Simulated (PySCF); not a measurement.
# TeF₄: stationary points from several starts, part 2 of 2

PySCF 2.14.0; PBE0, basis Te def2-SVP with ECP28, F def2-SVP, scalar-relativistic core potentials, no spin–orbit coupling, density fitting. Earlier steps stand in the parts before.

### 7 Square planar start, singlet: relaxation

The program finds D4h symmetry in the start, which this walk keeps. The walk stops when the largest gradient is under 0.0003 Eh/bohr and the energy has settled too.

Contents of scf.py:

```python
from pyscf import gto, scf, dft
mol = gto.M(atom='''
Te    -0.000000     0.000000    -0.000000
F      2.000000     0.000000    -0.000000
F     -0.000000     2.000000    -0.000000
F     -2.000000    -0.000000     0.000000
F      0.000000    -2.000000     0.000000''',
    basis={'Te': 'def2-SVP', 'F': 'def2-SVP'},
    ecp={'Te': 'def2-SVP'},
    charge=0, spin=0)
mf = dft.RKS(mol, xc='PBE0')
mf.grids.atom_grid = (50, 194)
aux = {'Te': 'def2-universal-JKFIT', 'F': 'def2-universal-JKFIT'}
mf = mf.density_fit(auxbasis=aux)
mf.kernel()
```

The optimiser's trace:

```csv
step,energy (Eh),change (kJ/mol),largest symmetric gradient (Eh/bohr)
0,-666.618936,0.00,0.01555
1,-666.620790,-4.87,0.00515
2,-666.620984,-5.38,0.00040
3,-666.620986,-5.38,0.00001
```

The walk took 7.6 s.

After 3 steps and 5.4 kJ/mol it ends at D4h: Te–F 1.966 Å (×4); F–Te–F 90.0° (×4), F–Te–F 180.0° (×2).

### 8 Vibrations and properties at this point

The same treatment as at the point before.

Edit scf.py of step 7 so:

```diff
@@ -3,5 +3,5 @@
-Te    -0.000000     0.000000    -0.000000
-F      2.000000     0.000000    -0.000000
-F     -0.000000     2.000000    -0.000000
-F     -2.000000    -0.000000     0.000000
-F      0.000000    -2.000000     0.000000''',
+Te     0.000000    -0.000000    -0.000000
+F      1.966669     0.000000    -0.000000
+F     -0.000000     1.966669    -0.000000
+F     -1.966669    -0.000000     0.000000
+F      0.000000    -1.966669     0.000000''',
@@ -12 +12 @@
-mf.grids.atom_grid = (50, 194)
+mf.grids.atom_grid = (75, 302)
```

Log of the central SCF (cycles and frontier levels):

```text
init E= -666.620942151963
  HOMO = -0.332587702497538  LUMO = -0.225670819477127  gap/eV = 2.90936
cycle= 1 E= -666.620942151937  delta_E= 2.52e-11  |g|= 1.21e-05  |ddm|= 1.29e-05
  HOMO = -0.332587617333907  LUMO = -0.225670790273387  gap/eV = 2.90936
cycle= 2 E= -666.620942151798  delta_E= 1.4e-10  |g|= 2.97e-05  |ddm|= 3.16e-05
  HOMO = -0.33258764755336  LUMO = -0.225670789524557  gap/eV = 2.90936
cycle= 3 E= -666.620942151972  delta_E= -1.74e-10  |g|= 1.55e-07  |ddm|= 2.24e-05
  HOMO = -0.332587659196481  LUMO = -0.225670793373048  gap/eV = 2.90936
cycle= 4 E= -666.620942151971  delta_E= 9.09e-13  |g|= 3.82e-08  |ddm|= 1.13e-07
  HOMO = -0.332587659704604  LUMO = -0.225670798792546  gap/eV = 2.90936
Extra cycle  E= -666.62094215197  delta_E= 9.09e-13  |g|= 7.07e-08  |ddm|= 9.37e-08
converged SCF energy = -666.62094215197
```

The whole step took 28 s.

Geometry: D4h; Te–F 1.967 Å (×4); F–Te–F 90.0° (×4), F–Te–F 180.0° (×2).

Harmonic modes (main isotopes):

```tsv
symmetry	ω (cm⁻¹)	IR (km/mol)	μ (u)	type
a2u	337i	0.9	27.74	bend
b2u	89i	0.0	19.00	bend
eu	159	9.8	21.10	bend
b2g	222	0.0	19.00	bend
b1g	573	0.0	19.00	stretch
a1g	605	0.0	19.00	stretch
eu	606	421	24.22	stretch
```

With 2 modes imaginary (up to 337i cm⁻¹) this point is a saddle.

Properties at this point:

```yaml
Dipole_moment: 0.00 D
Highest_occupied_level: -9.05 eV
Lowest_empty_level: -6.14 eV
Rotational_constants: 0.1147, 0.1147, 0.05735 cm⁻¹
Zero-point_energy_real_modes: 17.5 kJ/mol
Principal_polarisabilities: 24.5, 41.3, 41.3 bohr³
Atomisation_energy_without_zero-point_energy: 1152 kJ/mol
Principal_traceless_quadrupole_moments_about_the_centre_of_mass: -7.01, -7.01, 14.02 D Å
```

Populations by atom (charges in e):

```
    atom  Mulliken  Löwdin  polar tensor  Mayer order to Te1
     Te1      1.58    1.32          2.03                   –
F2,3,4,5     -0.39   -0.33         -0.51                0.90
```

Outer orbital energies (eV). occupied: -12.29, -11.90, -11.90, -11.72, -11.72, -11.63, -11.26, -9.05; empty: -6.14, -0.38, -0.38, 4.44.

Mulliken populations on Te1 (outside its core potential): s 4.01, p 7.78, d 10.63.

### 9 Following the imaginary mode

The atoms are moved a little along the softest imaginary mode and relaxed again.

The program finds C4v symmetry in the start, which this walk keeps. The walk stops when the largest gradient is under 0.0003 Eh/bohr and the energy has settled too.

Edit scf.py of step 8 so:

```diff
@@ -3,5 +3,5 @@
-Te     0.000000    -0.000000    -0.000000
-F      1.966669     0.000000    -0.000000
-F     -0.000000     1.966669    -0.000000
-F     -1.966669    -0.000000     0.000000
-F      0.000000    -1.966669     0.000000''',
+Te     0.000000    -0.000000    -0.070199
+F      1.966669     0.000000     0.120000
+F     -0.000000     1.966669     0.120000
+F     -1.966669    -0.000000     0.120000
+F      0.000000    -1.966669     0.120000''',
@@ -12 +12 @@
-mf.grids.atom_grid = (75, 302)
+mf.grids.atom_grid = (50, 194)
```

Energy and gradient, step by step:

```csv
step,energy (Eh),change (kJ/mol),largest symmetric gradient (Eh/bohr)
0,-666.632442,0.00,0.05479
1,-666.664938,-85.32,0.03660
2,-666.679512,-123.58,0.06212
3,-666.690080,-151.33,0.01254
4,-666.691759,-155.74,0.00570
5,-666.691817,-155.89,0.00034
6,-666.691817,-155.89,0.00000
```

The walk took 15 s.

Geometry (Å) and forces (eV/Å) at some steps:

```
step 0
Te   0.000   0.000  -0.070   0.000   0.000  -2.817
F    1.967   0.000   0.120  -0.505   0.000   0.704
F    0.000   1.967   0.120   0.000  -0.505   0.704
F   -1.967   0.000   0.120   0.505   0.000   0.704
F    0.000  -1.967   0.120   0.000   0.505   0.704
step 1
Te   0.000   0.000  -0.282   0.000   0.000  -1.882
F    1.927   0.000   0.173  -1.267   0.000   0.470
F    0.000   1.927   0.173   0.000  -1.267   0.470
F   -1.927   0.000   0.173   1.267   0.000   0.470
F    0.000  -1.927   0.173   0.000   1.267   0.470
step 3
Te   0.000   0.000  -0.486   0.000   0.000   0.372
F    1.808   0.000   0.224  -0.645   0.000  -0.093
F    0.000   1.808   0.224   0.000  -0.645  -0.093
F   -1.808   0.000   0.224   0.645   0.000  -0.093
F    0.000  -1.808   0.224   0.000   0.645  -0.093
step 6
Te   0.000   0.000  -0.514   0.000   0.000   0.000
F    1.766   0.000   0.231   0.000   0.000   0.000
F    0.000   1.766   0.231   0.000   0.000   0.000
F   -1.766   0.000   0.231   0.000   0.000   0.000
F    0.000  -1.766   0.231   0.000   0.000   0.000
```

End point (C4v, 6 steps, 155.9 kJ/mol gained): Te–F 1.917 Å (×4); F–Te–F 81.3° (×4), F–Te–F 134.3° (×2).

### 10 Hessian and properties

As before: finer grid, then central differences.

Edit scf.py of step 9 so:

```diff
@@ -3,5 +3,5 @@
-Te     0.000000    -0.000000    -0.070199
-F      1.966669     0.000000     0.120000
-F     -0.000000     1.966669     0.120000
-F     -1.966669    -0.000000     0.120000
-F      0.000000    -1.966669     0.120000''',
+Te     0.000000    -0.000000    -0.275599
+F      1.765934     0.000000     0.470291
+F     -0.000000     1.765934     0.470291
+F     -1.765934    -0.000000     0.470291
+F      0.000000    -1.765934     0.470291''',
@@ -12 +12 @@
-mf.grids.atom_grid = (50, 194)
+mf.grids.atom_grid = (75, 302)
```

Log of the central SCF (cycles and frontier levels):

```text
init E= -666.691786879846
  HOMO = -0.382416293700005  LUMO = -0.0874559046854557  gap/eV = 8.02628
cycle= 1 E= -666.691786879674  delta_E= 1.73e-10  |g|= 3.72e-05  |ddm|= 3.97e-05
  HOMO = -0.382416568927017  LUMO = -0.0874563890080999  gap/eV = 8.02628
cycle= 2 E= -666.691786879064  delta_E= 6.1e-10  |g|= 6.93e-05  |ddm|= 7.32e-05
  HOMO = -0.382416445320878  LUMO = -0.0874562749516734  gap/eV = 8.02628
cycle= 3 E= -666.691786879915  delta_E= -8.51e-10  |g|= 4.77e-07  |ddm|= 4.76e-05
  HOMO = -0.382416410246251  LUMO = -0.08745620917243  gap/eV = 8.02628
cycle= 4 E= -666.691786879918  delta_E= -3.64e-12  |g|= 1.98e-07  |ddm|= 4.75e-07
  HOMO = -0.382416421750244  LUMO = -0.0874562049420398  gap/eV = 8.02628
Extra cycle  E= -666.691786879918  delta_E= 6.82e-13  |g|= 3.17e-07  |ddm|= 3.7e-07
converged SCF energy = -666.691786879918
```

The whole step needed 25 s of wall time on 4 threads, shared host.

Geometry: C4v; Te–F 1.917 Å (×4); F–Te–F 81.3° (×4), F–Te–F 134.2° (×2).

Harmonic modes (main isotopes):

| symmetry | ω (cm⁻¹) | IR (km/mol) | μ (u) |
| --- | --- | --- | --- |
| b1 | 83i | 0.0 | 19.00 |
| a1 | 274 | 38.4 | 24.76 |
| e | 282 | 32.2 | 20.87 |
| b2 | 329 | 0.0 | 19.00 |
| b1 | 605 | 0.0 | 19.00 |
| a1 | 668 | 36.8 | 20.70 |
| e | 670 | 253 | 22.82 |

With 1 mode imaginary (up to 83i cm⁻¹) this point is a saddle.

Properties at this point:

```
Dipole moment                                                   : 3.54 D
Highest occupied level                                          : -10.41 eV
Lowest empty level                                              : -2.38 eV
Rotational constants                                            : 0.1161, 0.1161, 0.07113 cm⁻¹
Zero-point energy (real modes)                                  : 22.6 kJ/mol
Principal polarisabilities                                      : 23.1, 33.8, 33.8 bohr³
Atomisation energy without zero-point energy                    : 1338 kJ/mol
Principal traceless quadrupole moments about the centre of mass : -4.09, -4.09, 8.18 D Å
```

Charges (e) and bond orders:

```
    atom  Mulliken  Löwdin  polar tensor  Mayer order to Te1
     Te1      1.59    1.30          2.28                   –
F2,3,4,5     -0.40   -0.33         -0.57                0.88
```

Mulliken populations on Te1 (outside its core potential): s 3.84, p 8.07, d 10.50.

### 11 Following the imaginary mode

The atoms are moved a little along the softest imaginary mode and relaxed again.

The program finds C2v symmetry in the start, which this walk keeps.

Edit scf.py of step 10 so:

```diff
@@ -3,5 +3,5 @@
-Te     0.000000    -0.000000    -0.275599
-F      1.765934     0.000000     0.470291
-F     -0.000000     1.765934     0.470291
-F     -1.765934    -0.000000     0.470291
-F      0.000000    -1.765934     0.470291''',
+Te    -0.000000    -0.000000    -0.275294
+F      1.875062     0.000000     0.245672
+F     -0.000000     1.656806     0.695522
+F     -1.875062    -0.000000     0.245672
+F      0.000000    -1.656806     0.695522''',
@@ -12 +12 @@
-mf.grids.atom_grid = (75, 302)
+mf.grids.atom_grid = (50, 194)
```

Steps of the walk:

```csv
step,energy (Eh),change (kJ/mol),largest symmetric gradient (Eh/bohr)
0,-666.692956,0.00,0.01429
1,-666.693929,-2.55,0.00637
2,-666.694740,-4.68,0.00386
3,-666.695712,-7.24,0.00327
4,-666.696776,-10.03,0.00190
5,-666.697105,-10.89,0.00346
6,-666.697133,-10.97,0.00093
7,-666.697139,-10.98,0.00049
8,-666.697140,-10.99,0.00049
9,-666.697141,-10.99,0.00005
```

The walk took 18 s.

End point (C2v, 9 steps, 11.0 kJ/mol gained): Te–F 1.890 Å (×2), Te–F 1.941 Å (×2); F–Te–F 85.1° (×4), F–Te–F 99.6°, F–Te–F 164.7°.

### 12 All stationary points

| spin | group | bonds | imaginary modes (cm⁻¹) | ΔE (kJ/mol) | with zero-point energy |
| --- | --- | --- | --- | --- | --- |
| singlet | C2v | Te–F 1.890 Å (×2), Te–F 1.941 Å (×2) | none | 0.0 | 0.0 |
| singlet | C4v | Te–F 1.917 Å (×4) | 83i | 13.5 | – |
| singlet | Td | Te–F 1.974 Å (×4) | 160i, 160i, 160i | 147.9 | – |
| singlet | D4h | Te–F 1.967 Å (×4) | 337i, 89i | 199.5 | – |

### 13 Outcome

The summary covers parts 1 to 2.

```
                                 quantity                                                                                     value
                           lowest minimum                                                                              singlet, C2v
                                 geometry      Te–F 1.890 Å (×2), Te–F 1.941 Å (×2); F–Te–F 85.2° (×4), F–Te–F 99.8°, F–Te–F 164.9°
                       wavenumbers (cm⁻¹)  117 (a1), 165 (b1), 263 (a1), 274 (a2), 297 (b2), 604 (a1), 651 (b2), 688 (b1), 691 (a1)
                            dipole moment                                                                                    3.35 D
     highest occupied, lowest empty level                                                                          -10.01, -3.04 eV
               polar-tensor charge of Te1                                                                                   +2.30 e
                        zero-point energy                                                                               22.4 kJ/mol
                      entropy at 298.15 K                                                                           331.3 J/(mol K)
atomisation energy (no zero-point energy)                                                                               1351 kJ/mol
```

What this shows: The lowest minimum found is the singlet of C2v symmetry. In the infrared the band at 651 cm⁻¹ (b2, stretch) leads. A search over typed starts can miss a lower isomer.  Spin–orbit coupling is left out.

The search up to here took 3.7 min.
